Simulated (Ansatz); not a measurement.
The system is YbGe2Ru2.

```
CELL_PARAMETERS angstrom
-2.10150 2.10150 4.88150
2.10150 -2.10150 4.88150
2.10150 2.10150 -4.88150
ATOMIC_POSITIONS crystal
Yb 0.00000 0.00000 0.00000
Ru 0.25000 0.75000 0.50000
Ru 0.75000 0.25000 0.50000
Ge 0.62500 0.62500 0.00000
Ge 0.37500 0.37500 0.00000
```

```yaml
Program: Ansatz 0.2.0
Task: relaxation of cell and atoms
Functional: r2SCAN
Potentials_or_basis: Ansatz PAW
Cutoff: "500 eV (not typed: the program's choice for these potentials)"
k_mesh: 9 × 9 × 9
Occupations: fermi-dirac, width 0.05 eV
Spin: collinear spin, ferromagnetic start
Starting_moments: "[1.0, 1.0, 1.0, 0.0, 0.0] μB"
```

At the start: volume 17.25 Å³/atom.

Q: Where does the relaxation end?

A: It ends after 5 steps and the volume is 17.71 Å³/atom (+2.7 %); space group I4/mmm (No. 139, to 0.05 Å); moment 0.25 μB per cell.

Step by step:
```csv
step,energy change (eV),largest force (eV/Å),volume (Å³)
1,0.0000,0.9047,86.23
2,-0.0583,0.3589,88.39
3,-0.0663,0.0424,88.36
4,-0.0665,0.0031,88.53
5,-0.0676,0.0031,88.53
```

Final structure:
```xyz
5
Lattice="-2.1177 2.1177 4.9351 2.1177 -2.1177 4.9351 2.1177 2.1177 -4.9351" Properties=species:S:1:pos:R:3 pbc="T T T"
Yb    0.0000    0.0000    0.0000
Ru    2.1177    0.0000    2.4676
Ru    0.0000    2.1177    2.4676
Ge    0.0000    0.0000    6.2318
Ge    0.0000    0.0000    3.6384
```

Caveat: the magnetic or orbital state may not be the lowest; the plane-wave basis is chosen anew once the cell has moved, so the energies of steps on either side of that aren't comparable; without U or exact exchange the open f shell lies at the Fermi level, which spoils levels, moments and volumes; the PAW data sets come from PBE, with cores solved anew for the run's functional, which leaves a small shift of forces and pressure; the starting moments weren't kept.
